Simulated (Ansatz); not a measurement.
Time against size: MP2, water series in aug-cc-pvdz, on Neoverse N1 cores, threads left to the program

Program: Ansatz 0.2.0. No other job shared the machine, and each run was timed once from launch to exit. Hardware: an Arm Neoverse N1 node (56 of its 64 cores, memory capped at 64 GiB). Times and memory are rounded to two significant figures, and ratios are formed from the unrounded values. A row is a single run, so small differences between rows aren't established. Precision is the program's default, which can work at lower precision in parts of a run. Ansatz fits or factors the two-electron integrals of a Gaussian basis by default. It has two schemes, and a run can build a set of factors by either or by both: the log gives each set's size, with a bound on the integrals' error for one scheme and none for the other.

The smallest member is H4O2 (water cluster). Its input:

```yaml
crystal:
  periodic: [false, false, false]
  atoms:
    - { symbol: O, position_ang: [0.0000, 0.0000, 0.0000] }
    - { symbol: H, position_ang: [0.8475, -0.4492, 0.0757] }
    - { symbol: H, position_ang: [-0.2609, 0.1720, 0.9100] }
    - { symbol: O, position_ang: [0.0000, 0.0000, 3.0500] }
    - { symbol: H, position_ang: [-0.7774, 0.5666, 3.0331] }
    - { symbol: H, position_ang: [-0.1008, -0.5194, 3.8536] }
basis:
  gaussian: { orbitals: aug-cc-pvdz }
correlation: { method: mp2 }
```

Command, without the flags for output files and display:

```bash
taskset -c 8-63 ansatz run input.yaml --backend cpu --max-ram 64GiB
```

| formula | electrons | basis functions | integral factors | SCF iterations | threads | wall time | stage clocks | of them the mean-field stage | outside them | CPU time | host memory (GiB) |
| --- | --- | --- | --- | --- | --- | --- | --- | --- | --- | --- | --- |
| H4O2 | 20 | 82 | 770 (error up to 7.3e-4 eV) | 11 | 56 | 0.27 s | 0.21 s | 0.18 s | 0.062 s | 5.7 s | 0.13 |
| H8O4 | 40 | 164 | 1540 (error up to 7.7e-4 eV) | 12 | 56 | 0.64 s | 0.56 s | 0.53 s | 0.075 s | 20 s | 0.41 |
| H12O6 | 60 | 246 | 2310 (error up to 7.6e-4 eV) | 11 | 56 | 1.4 s | 1.3 s | 1.2 s | 0.088 s | 53 s | 0.93 |
| H20O10 | 100 | 410 | 3850 (error up to 8.0e-4 eV) | 12 | 56 | 5.3 s | 5.2 s | 4.1 s | 0.11 s | 4.1 min | 2.7 |

The stage clocks are the program's own, summed: the mean-field stage and the correlated steps. The mean-field stage is one clock over all work up to the reference state: integrals, SCF, tests for a lower state where a run makes them. The correlated steps include the solver's set-up. Outside lie the rest of start-up and exit.

SCF iterations count the mean-field evaluations that the program logged over all starts and steps, those after a first convergence included. Correlated methods freeze the cores.

Of the smallest member's 0.27 s, 0.062 s lies outside the stage clocks, so the wall time grows less with size than the clocked work: from 82 to 410 basis functions the wall time changes by a factor of 20, and the time on the stage clocks by 25. The smallest member has under 2 s on the stage clocks, so these factors are rough.

From 82 to 410 basis functions the correlated steps go from 0.028 s to 1.1 s, and the mean-field stage from 0.18 s to 4.1 s.

In 4 of these rows the mean-field stage takes more than half of the clocked time, so the total doesn't show how the correlated steps alone grow.

How long does the member with 820 basis functions take (H40O20)?

82 s, in 12 SCF iterations, with 17 GiB of host memory. The mean-field stage takes 51 s, the correlated steps 30 s.
